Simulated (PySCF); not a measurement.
# C13H11N: NMR shifts at several levels of theory, part 2 of 2

PySCF 2.14.0. Atoms count from 0.

## Step 6: Shielding tensors: KT2/pcSseg-1

Job settings and geometry (Å):

```
{"job": {"kind": "nmr", "xc": "KT2", "basis": "pcSseg-1", "pop": false}, "charge": 0, "multiplicity": 1}
C      4.704941     0.803753     0.460608
C      3.628868     0.414179     0.050242
C      2.377321    -0.040714    -0.423019
C      2.076933    -0.848328    -1.515524
C      0.682557    -1.025913    -1.530810
C      0.150645    -0.316160    -0.457390
C     -1.258955    -0.182887    -0.080015
C     -1.823291     1.046230     0.300010
C     -3.175177     1.140634     0.619536
C     -3.994703     0.014861     0.554212
C     -3.450447    -1.208610     0.164178
C     -2.097625    -1.307964    -0.144940
N      1.192195     0.276812     0.211632
C      1.122198     1.028176     1.441307
H      5.659375     1.147115     0.813469
H      2.807638    -1.247677    -2.214512
H      0.097283    -1.577951    -2.262989
H     -1.204700     1.945605     0.314472
H     -3.595132     2.107169     0.908475
H     -5.055669     0.091513     0.802935
H     -4.083843    -2.097342     0.110350
H     -1.668279    -2.271654    -0.427727
H      0.226404     0.736414     2.002706
H      2.012098     0.811213     2.046747
H      1.089815     2.113445     1.255497
```

Method: GIAO KT2/pcSseg-1 NMR shielding, non-relativistic, gas phase.

Output:

```text
coarse grid: 22000 points
cycle   1  E = -566.5106013182  dE =  2.140e+00  |g| = 6.421e-01  |ddm| = 5.261e+00
cycle   2  E = -566.3745523423  dE =  1.360e-01  |g| = 9.654e-01  |ddm| = 1.894e+00
cycle   3  E = -566.6031783513  dE = -2.286e-01  |g| = 3.094e-01  |ddm| = 1.302e+00
cycle   4  E = -566.6280495084  dE = -2.487e-02  |g| = 5.240e-02  |ddm| = 3.821e-01
cycle   5  E = -566.6284377459  dE = -3.882e-04  |g| = 3.404e-02  |ddm| = 1.074e-01
cycle   6  E = -566.6287172053  dE = -2.795e-04  |g| = 1.508e-02  |ddm| = 4.683e-02
cycle   7  E = -566.6287740724  dE = -5.687e-05  |g| = 5.522e-03  |ddm| = 1.809e-02
cycle   8  E = -566.6287816885  dE = -7.616e-06  |g| = 1.895e-03  |ddm| = 7.142e-03
final grid: 215792 points
cycle   9  E = -566.6179598018  dE = -4.765e-04  |g| = 1.719e-02  |ddm| = 2.334e-01
cycle  10  E = -566.6178601103  dE =  9.969e-05  |g| = 2.482e-02  |ddm| = 5.010e-02
cycle  11  E = -566.6180109233  dE = -1.508e-04  |g| = 1.006e-02  |ddm| = 4.174e-02
cycle  12  E = -566.6180402860  dE = -2.936e-05  |g| = 1.281e-03  |ddm| = 1.245e-02
cycle  13  E = -566.6180405729  dE = -2.869e-07  |g| = 6.562e-04  |ddm| = 2.135e-03
cycle  14  E = -566.6180406951  dE = -1.221e-07  |g| = 2.084e-04  |ddm| = 9.518e-04
cycle  15  E = -566.6180407034  dE = -8.358e-09  |g| = 1.153e-04  |ddm| = 2.829e-04
cycle  16  E = -566.6180407070  dE = -3.584e-09  |g| = 3.487e-05  |ddm| = 1.298e-04
cycle  17  E = -566.6180407073  dE = -3.176e-10  |g| = 8.207e-06  |ddm| = 4.304e-05
converged SCF energy = -566.6180407073

GIAO shielding tensors (ppm)
atom      isotropic    diamagn.    paramagn.     s11        s22        s33       span
  0 C       99.181     259.400    -160.219     33.401     73.767    190.374    156.973
  1 C      108.930     240.421    -131.491     19.475     23.062    284.253    264.778
  2 C       70.595     252.451    -181.855     18.151     75.492    118.143     99.993
  3 C       69.057     253.561    -184.504     -3.468     57.528    153.109    156.577
  4 C       77.715     254.640    -176.925     14.126     67.958    151.062    136.936
  5 C       51.296     252.439    -201.143     -2.142     38.869    117.160    119.302
  6 C       55.439     259.393    -203.954    -32.236     35.432    163.122    195.358
  7 C       60.857     251.821    -190.964    -32.799     49.528    165.842    198.641
  8 C       60.526     253.172    -192.646    -40.531     51.494    170.615    211.146
  9 C       61.727     253.851    -192.124    -38.207     51.415    171.973    210.180
 10 C       59.177     253.217    -194.040    -42.468     49.628    170.371    212.839
 11 C       58.980     248.989    -190.008    -35.318     51.667    160.592    195.910
 12 N       89.799     336.222    -246.423      0.030    101.956    167.410    167.380
 13 C      149.240     247.793     -98.553    130.333    141.049    176.338     46.005
 14 H       27.363      32.999      -5.637     23.420     24.185     34.483     11.064
 15 H       24.588      31.510      -6.922     21.913     25.090     26.761      4.848
 16 H       25.020      33.930      -8.910     21.311     26.334     27.415      6.104
 17 H       24.201      34.559     -10.357     19.480     23.113     30.011     10.531
 18 H       23.996      29.149      -5.152     20.489     24.657     26.843      6.353
 19 H       24.113      27.075      -2.962     20.926     25.316     26.096      5.170
 20 H       23.959      28.192      -4.233     20.529     24.789     26.561      6.032
 21 H       23.953      33.812      -9.859     19.420     23.203     29.237      9.816
 22 H       27.595      31.866      -4.271     22.113     29.844     30.828      8.715
 23 H       27.236      28.843      -1.607     21.471     27.930     32.306     10.835
 24 H       27.791      29.951      -2.160     23.047     25.695     34.632     11.585
```

Wall time 39 s (8 threads of Intel Xeon Platinum 8488C (Sapphire Rapids), shared host).

This run: δ C5 131.9, C6 127.8, C8 123.4, C7 123.3, H18 7.20, H17 7.10 ppm (means over like atoms).

## Step 7: Nuclear shieldings: HF/pcSseg-1

Same as in step 6 but for these lines:

```diff
@@ -1,2 +1,2 @@
-{"job": {"kind": "nmr", "xc": "KT2", "basis": "pcSseg-1", "pop": false}, "charge": 0, "multiplicity": 1}
+{"job": {"kind": "nmr", "xc": "HF", "basis": "pcSseg-1", "pop": false}, "charge": 0, "multiplicity": 1}
 C      4.704941     0.803753     0.460608
```

Level: GIAO HF/pcSseg-1 NMR shielding, non-relativistic, gas phase.

Output:

```text
final grid: 215792 points
cycle   1  E = -552.7855592892  dE =  4.524e+00  |g| = 6.884e-01  |ddm| = 5.051e+00
cycle   2  E = -552.9354794868  dE = -1.499e-01  |g| = 3.067e-01  |ddm| = 1.232e+00
cycle   3  E = -552.9555649489  dE = -2.009e-02  |g| = 1.553e-01  |ddm| = 5.124e-01
cycle   4  E = -552.9621428480  dE = -6.578e-03  |g| = 2.664e-02  |ddm| = 2.276e-01
cycle   5  E = -552.9623372676  dE = -1.944e-04  |g| = 6.871e-03  |ddm| = 3.362e-02
cycle   6  E = -552.9623581188  dE = -2.085e-05  |g| = 3.172e-03  |ddm| = 1.248e-02
cycle   7  E = -552.9623646127  dE = -6.494e-06  |g| = 1.529e-03  |ddm| = 5.835e-03
cycle   8  E = -552.9623670515  dE = -2.439e-06  |g| = 7.204e-04  |ddm| = 4.017e-03
cycle   9  E = -552.9623677509  dE = -6.994e-07  |g| = 3.255e-04  |ddm| = 2.459e-03
cycle  10  E = -552.9623678658  dE = -1.149e-07  |g| = 1.507e-04  |ddm| = 8.610e-04
cycle  11  E = -552.9623678953  dE = -2.952e-08  |g| = 6.790e-05  |ddm| = 4.716e-04
cycle  12  E = -552.9623679012  dE = -5.844e-09  |g| = 3.408e-05  |ddm| = 1.955e-04
cycle  13  E = -552.9623679028  dE = -1.611e-09  |g| = 1.763e-05  |ddm| = 1.156e-04
cycle  14  E = -552.9623679030  dE = -2.688e-10  |g| = 6.628e-06  |ddm| = 4.979e-05
converged SCF energy = -552.9623679030

GIAO shielding tensors (ppm)
atom      isotropic    diamagn.    paramagn.     s11        s22        s33       span
  0 C       95.352     263.731    -168.379     27.299     66.709    192.049    164.750
  1 C      120.094     249.155    -129.061     14.896     19.854    325.532    310.637
  2 C       68.313     248.126    -179.813    -14.049     82.084    136.903    150.952
  3 C       63.679     258.349    -194.670    -28.080     54.191    164.928    193.007
  4 C       77.840     256.757    -178.917      2.954     68.155    162.410    159.456
  5 C       46.224     249.906    -203.682    -31.911     36.585    133.999    165.910
  6 C       50.339     256.734    -206.395    -59.733     30.509    180.242    239.975
  7 C       54.176     251.183    -197.007    -57.661     41.206    178.983    236.644
  8 C       55.698     255.007    -199.310    -63.850     46.857    184.086    247.936
  9 C       55.834     256.316    -200.482    -62.539     45.030    185.009    247.548
 10 C       54.338     255.694    -201.356    -65.615     44.657    183.971    249.585
 11 C       52.852     249.917    -197.066    -60.006     45.445    173.116    233.122
 12 N       98.262     335.435    -237.173     -8.787    106.954    196.620    205.407
 13 C      159.228     243.274     -84.046    145.713    150.834    181.138     35.425
 14 H       27.515      32.226      -4.711     23.180     24.008     35.356     12.176
 15 H       24.668      31.203      -6.535     21.318     25.107     27.578      6.259
 16 H       25.291      33.661      -8.369     20.666     26.803     28.404      7.738
 17 H       24.233      33.489      -9.256     18.807     23.312     30.580     11.773
 18 H       24.075      29.343      -5.268     19.911     25.037     27.277      7.366
 19 H       24.158      27.379      -3.221     20.289     25.707     26.477      6.188
 20 H       24.050      28.568      -4.518     19.978     25.187     26.986      7.008
 21 H       23.913      33.129      -9.216     18.637     23.299     29.803     11.165
 22 H       28.247      31.028      -2.781     22.030     30.537     32.174     10.143
 23 H       27.806      29.731      -1.925     21.428     28.382     33.608     12.180
 24 H       28.354      30.289      -1.936     23.290     26.173     35.598     12.308
```

It took 35 s on 8 threads of Intel Xeon Platinum 8488C (Sapphire Rapids), shared host.

This run: δ C5 144.6, C6 140.5, C7 137.3, C8 135.8, H18 7.62, H17 7.61 ppm (means over like atoms).

## Step 8: Side by side: NMR shifts

Shifts (ppm) of some atoms, chosen among heavy atoms and hydrogens apart, means over like atoms, with basis size and wall time:

| run | C6 | C7 | C9 | C3 | H17 | H14 | N12 | functions | time |
| --- | --- | --- | --- | --- | --- | --- | --- | --- | --- |
| PBE0/pcSseg-1 | 138.2 | 134.2 | 132.3 | 124.4 | 7.44 | 3.64 | 181.2 | 293 | 59 s |
| PBE/pcSseg-1 | 135.9 | 131.4 | 129.5 | 121.7 | 7.28 | 3.55 | 184.9 | 293 | 40 s |
| wB97X-D/pcSseg-1 | 140.0 | 135.6 | 133.7 | 125.5 | 7.49 | 3.57 | 179.3 | 293 | 73 s |
| KT2/pcSseg-1 | 127.8 | 123.3 | 121.5 | 114.2 | 7.10 | 3.82 | 174.5 | 293 | 39 s |
| HF/pcSseg-1 | 140.5 | 137.3 | 135.0 | 127.2 | 7.61 | 4.17 | 167.5 | 293 | 35 s |

## Step 9: Outcome

This closing draws on all 2 parts.

```
                                                               quantity                                                                         value
                                                            point group                                                                            C1
                                   rotational constants (main isotopes)                                                          1.99, 0.39, 0.34 GHz
13C shifts against TMS (PBE0/pcSseg-1, means over atoms taken as alike)  140.7, 138.2, 134.2, 133.9, 132.3, 124.4, 120.5, 114.5, 92.3, 79.4, 33.7 ppm
 1H shifts against TMS (PBE0/pcSseg-1, means over atoms taken as alike)                                  7.54, 7.44, 7.41, 6.80, 6.34, 3.64, 3.58 ppm
                                 15N shifts against NH3 (PBE0/pcSseg-1)                                                                     181.2 ppm
                                              range of the shift of N12                                                            167.5 to 184.9 ppm
```

**Reading.** Single values in the summary come from the first sound run of each kind (PBE0/pcSseg-1), which need not be the best level. The optimisation took 6 steps and gained 0.086 eV; among the close pairs (by a distance rule), C0–H14 changed most, from 1.048 to 1.074 Å. No frequency check was run at this level, so the end point may be a saddle. At PBE0/pcSseg-1: The widest tensor belongs to C1: span 288 ppm, with a paramagnetic part of -139 ppm. NICS(1)zz of -25 ppm above the planar ring from C2 marks a diatropic (aromatic) ring current. NICS(1)zz of -27 ppm above the planar ring from C6 marks a diatropic (aromatic) ring current. Across the 5 runs the shift of N12 moves most, between 167.5 (HF/pcSseg-1) and 184.9 ppm (PBE/pcSseg-1).
